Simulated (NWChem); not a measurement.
# One shape, several levels: CH3F2Si (SMILES C[Si](F)F)

Aim: a comparison of 4 runs (UHF/STO-3G, UHF/3-21G, UB3LYP/6-31G*) of CH3F2Si. 

The calculation is run with NWChem 7.3.0.

## (1) Starting point

CH3F2Si: 7 atoms, total charge 0, spin state doublet. SMILES: `C[Si](F)F`. Geometry: relaxed at PBE0-D4/def2-TZVP.

Bond lengths: C1–Si2 1.860 Å, Si2–F3 1.598 Å, Si2–F4 1.598 Å, C1–H5 1.091 Å, C1–H6 1.091 Å, C1–H7 1.094 Å. Angles: C1–Si2–F3 108.7°, C1–Si2–F4 108.7°, F3–Si2–F4 106.1°, Si2–C1–H5 110.5°, Si2–C1–H6 110.5°, Si2–C1–H7 108.7°, H5–C1–H6 109.0°, H5–C1–H7 109.0°, H6–C1–H7 109.0°.

## (2) Energy and forces at UHF/STO-3G (run 1)

The input, job.nw:

```
start job
title "CH3F2Si hf"
memory 2200 mb

geometry noautosym nocenter noautoz
 C     -0.274200     0.729000    -0.218000
 Si     0.785100    -0.790400    -0.045500
 F      1.077400    -1.037600     1.505800
 F     -0.050900    -2.056800    -0.546000
 H     -0.539200     0.893800    -1.263500
 H      0.252700     1.607700     0.157300
 H     -1.189800     0.586300     0.364200
end

basis spherical bse
 * library STO-3G
end

scf
 doublet
 uhf
 thresh 1e-08
 maxiter 80
 print low
end

task scf gradient
```

Started as:

```bash
$ nwchem job.nw > job.out
```

Standard output:

```text
[...]
  functions       =    27
[...]
  wavefunction    = UHF
[...]
         Total SCF energy =   -520.837125788680
      One electron energy =  -1071.837554449761
      Two electron energy =    379.097583537577
 Nuclear repulsion energy =    171.902845123503
                       Sz =      0.5000
                 Sz(Sz+1) =      0.7500
                      S^2 =      0.7541
[...]
                         UHF ENERGY GRADIENTS
    atom               coordinates                        gradient
                 x          y          z           x          y          z
   1 C      -0.518163   1.377610  -0.411960    0.006615  -0.000056  -0.003724
   2 Si      1.483624  -1.493639  -0.085983   -0.019953  -0.013586   0.017764
   3 F       2.035991  -1.960780   2.845549    0.001523   0.004466  -0.016158
   4 F      -0.096187  -3.886788  -1.031790    0.010809   0.012860   0.000745
   5 H      -1.018940   1.689037  -2.387669   -0.000186  -0.001360  -0.009317
   6 H       0.477534   3.038112   0.297254    0.007031   0.005191   0.003637
   7 H      -2.248396   1.107946   0.688238   -0.005840  -0.007515   0.007053
 Task  times  cpu:        1.0s     wall:        1.0s
 Total times  cpu:        1.1s     wall:        1.1s
```

Wall time 1.6 s (1 thread of Intel Xeon 6975P-C (Granite Rapids), shared host); peak memory 0.096 GiB.

## (3) Energy and forces at UHF/3-21G (run 2)

The input, run.nw:

```
echo
start run
memory total 2200 mb

geometry units angstrom noautosym nocenter noautoz
  C     -0.274200     0.729000    -0.218000
  Si     0.785100    -0.790400    -0.045500
  F      1.077400    -1.037600     1.505800
  F     -0.050900    -2.056800    -0.546000
  H     -0.539200     0.893800    -1.263500
  H      0.252700     1.607700     0.157300
  H     -1.189800     0.586300     0.364200
end

basis "ao basis" spherical bse
  * library 3-21G
end

scf
  doublet
  uhf
  thresh 1e-08
  maxiter 80
  print medium
end

task scf gradient
```

Started as:

```bash
$ nwchem run.nw > run.out
```

Standard output:

```text
[...]
  functions       =    46
[...]
  wavefunction    = UHF
[...]
         Total SCF energy =   -524.700010343837
      One electron energy =  -1071.607702547897
      Two electron energy =    375.004847080556
 Nuclear repulsion energy =    171.902845123503
                       Sz =      0.5000
                 Sz(Sz+1) =      0.7500
                      S^2 =      0.7526
[...]
                         UHF ENERGY GRADIENTS
    atom               coordinates                        gradient
                 x          y          z           x          y          z
   1 C      -0.518163   1.377610  -0.411960    0.005832  -0.009788   0.001571
   2 Si      1.483624  -1.493639  -0.085983   -0.014231  -0.016474   0.016055
   3 F       2.035991  -1.960780   2.845549   -0.004419   0.007148  -0.023100
   4 F      -0.096187  -3.886788  -1.031790    0.011176   0.021237   0.005253
   5 H      -1.018940   1.689037  -2.387669    0.000190  -0.000880  -0.005775
   6 H       0.477534   3.038112   0.297254    0.004567   0.003092   0.002055
   7 H      -2.248396   1.107946   0.688238   -0.003116  -0.004335   0.003941
[...]
```

Run time: 2.1 s. Hardware: 1 thread of Intel Xeon 6975P-C (Granite Rapids), shared host; peak memory 0.099 GiB.

Run 3 isn't shown in full; the table further down has it.

## (4) Energy and gradient at UB3LYP/6-31G(d) (Cartesian functions) (run 4)

The input, run.py:

```python
from ase import Atoms
from ase.calculators.nwchem import NWChem

atoms = Atoms(['C', 'Si', 'F', 'F', 'H', 'H', 'H'], positions=[
    [-0.274200, 0.729000, -0.218000],
    [0.785100, -0.790400, -0.045500],
    [1.077400, -1.037600, 1.505800],
    [-0.050900, -2.056800, -0.546000],
    [-0.539200, 0.893800, -1.263500],
    [0.252700, 1.607700, 0.157300],
    [-1.189800, 0.586300, 0.364200],
])

calc = NWChem(
    label='struct',
    theory='dft',
    memory='2200 mb',
    basis='6-31G*',
    dft={'xc': 'b3lyp', 'mult': '2', 'grid': 'xfine', 'convergence': 'energy 1e-08', 'iterations': '100', 'mulliken': None},
)
atoms.calc = calc

forces = atoms.get_forces()
print(f"energy = {atoms.get_potential_energy():.6f} eV")
print("forces (eV/A):")
for s, f in zip(atoms.symbols, forces):
    print(f"{s:2s} {f[0]:10.5f} {f[1]:10.5f} {f[2]:10.5f}")
```

Started as:

```bash
$ export ASE_NWCHEM_COMMAND="nwchem PREFIX.nwi > PREFIX.nwo"
$ python run.py
```

Standard output:

```text
energy = -14399.326053 eV
forces (eV/A):
C    -0.13205    0.18682   -0.01661
Si    0.46084    0.17977   -0.34473
F     0.14085   -0.06726    0.62077
F    -0.33085   -0.49339   -0.23644
H    -0.04870    0.04726   -0.08983
H     0.01651    0.10531    0.02921
H    -0.10660    0.04155    0.03759
```

The calculator wrote struct.nwi:

```
title "struct"

permanent_dir struct

scratch_dir struct

start struct

geometry units angstrom nocenter noautosym noautoz
  C  -2.7420000000000000e-01 7.2899999999999998e-01 -2.1800000000000000e-01
  Si 7.8510000000000002e-01 -7.9039999999999999e-01 -4.5499999999999999e-02
  F  1.0773999999999999e+00 -1.0376000000000001e+00 1.5058000000000000e+00
  F  -5.0900000000000001e-02 -2.0568000000000000e+00 -5.4600000000000004e-01
  H  -5.3920000000000001e-01 8.9380000000000004e-01 -1.2635000000000001e+00
  H  2.5269999999999998e-01 1.6076999999999999e+00 1.5730000000000000e-01
  H  -1.1898000000000000e+00 5.8630000000000004e-01 3.6420000000000002e-01
end

memory 2200 mb

basis noprint
   * library 6-31G*
end

dft
  xc b3lyp
  mult 2
  grid xfine
  convergence energy 1e-08
  iterations 100
  mulliken
end

task dft gradient
```

struct.nwo, shortened:

```text
[...]
      One electron energy =    -1075.411174856052
[... 2 lines left out ...]
 Nuclear repulsion energy =      171.902845123503
[... 1116 lines left out ...]
          Convergence on energy requested:  1.00D-08
[... 25 lines left out ...]
          Spatial weights used:  Erf1
[...]
  wavefunction    = open shell
                         DFT ENERGY GRADIENTS
    atom               coordinates                        gradient
                 x          y          z           x          y          z
   1 C      -0.518163   1.377610  -0.411960    0.002568  -0.003633   0.000323
   2 Si      1.483624  -1.493639  -0.085983   -0.008962  -0.003496   0.006704
   3 F       2.035991  -1.960780   2.845549   -0.002739   0.001308  -0.012072
   4 F      -0.096187  -3.886788  -1.031790    0.006434   0.009595   0.004598
   5 H      -1.018940   1.689037  -2.387669    0.000947  -0.000919   0.001747
   6 H       0.477534   3.038112   0.297254   -0.000321  -0.002048  -0.000568
   7 H      -2.248396   1.107946   0.688238    0.002073  -0.000808  -0.000731
[...]
```

Run time: 30 s. Hardware: 1 thread of Intel Xeon 6975P-C (Granite Rapids), shared host; peak memory 0.13 GiB.

## (5) All runs side by side

| run | level | iteration cap | module | energy (Eh) | ⟨S²⟩ | largest force (eV/Å) | wall time |
| --- | --- | --- | --- | --- | --- | --- | --- |
| 1 | UHF/STO-3G | 80 | scf | -520.837126 | 0.754 | 1.541 | 1.6 s |
| 2 | UHF/3-21G | 80 | scf | -524.700010 | 0.753 | 1.391 | 2.1 s |
| 3 | UB3LYP/6-31G* (spherical functions) | 100 | dft | -529.160183 | 0.751 | 0.698 | 27 s |
| 4 | UB3LYP/6-31G* (Cartesian functions) | 100 | dft | -529.165477 | 0.751 | 0.640 | 30 s |

## (6) Results

| quantity | value |
| --- | --- |
| run 4: total energy | -529.16548 Eh |
| run 4: dipole moment | 2.04 D |
| run 4: HOMO energy (highest over α and β) | -5.95 eV |
| run 4: LUMO energy (lowest over α and β) | -2.68 eV |
| run 4: ⟨S²⟩ | 0.751 |
| run 4: largest force on an atom | 0.640 eV/Å |

In words: Over runs 2, 3, 4 the dipole moment (its size) runs from 2.04 D (UB3LYP/6-31G*) to 2.75 D (UHF/3-21G). The two ends differ in method and basis. In run 1 the basis is minimal, so the values are rough. All runs together took 61 s, the longest 30 s.
